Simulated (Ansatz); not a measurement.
CsBi2, space group Fd-3m, a phonon calculation by linear response

With Ansatz 0.2.0 through its Python package.

The script reads `csbi2.extxyz`:
```text
6
Lattice="0.0 4.87958825 4.87958825 4.87958825 0.0 4.87958825 4.87958825 4.87958825 0.0" Properties=species:S:1:pos:R:3 pbc="T T T"
Cs    4.87958825    4.87958825    4.87958825
Cs    7.31938237    7.31938237    7.31938237
Bi    1.21989706    3.65969119    3.65969119
Bi    1.21989706    1.21989706    1.21989706
Bi    3.65969119    3.65969119    1.21989706
Bi    3.65969119    1.21989706    3.65969119
```

At the Python prompt:
```pycon
>>> from pathlib import Path
>>> import ansatz as az
>>> import numpy as np
>>> cell = az.Crystal.from_extxyz('csbi2.extxyz')
>>> base = (
...     cell.calculation()
...     .functional('lda')
...     .occupations(az.OccupationsMethod.FERMI_DIRAC, width=0.1)
...     .kpoints(6, 6, 6)
...     .phonons('dfpt')
... )
>>> out = base.run(threads=1, pin='off', runs_dir='runs')
DeckWarning: basis.ecutwfc = 420 eV, auto-derived from the records' recommended cutoffs: set by Cs (normal level)
>>> ph = out.phonons
>>> print('Gamma modes (1/cm):', ' '.join(f'{w:.1f}' for w in ph.gamma_omega_inv_cm))
Gamma modes (1/cm): 0.0 0.0 0.0 37.8 37.8 37.8 47.0 51.7 51.7 51.7 51.8 51.8 59.0 59.0 59.0 66.2 66.2 66.2
>>> print('in meV:', ' '.join(f'{w * 0.1239842:.2f}' for w in ph.gamma_omega_inv_cm))
in meV: 0.00 0.00 0.00 4.68 4.68 4.68 5.83 6.40 6.40 6.40 6.42 6.42 7.32 7.32 7.32 8.21 8.21 8.21
```

What to keep in mind:
- The cell isn't relaxed first, so the values belong to this volume.
- Spin-orbit coupling, which matters for elements this heavy, is left out.
- This cell is a computed structure, which may not be the phase found in nature.
- Warnings are shown shortened and without file and line.
- The structure is taken as given; imaginary modes can come from an unrelaxed or unstable start. Phonons of metals also depend on mesh and smearing.
- Wall time of the script: 7.3 min on 1 thread of Arm Neoverse V2 (shared host), peak memory 2.2 GiB.
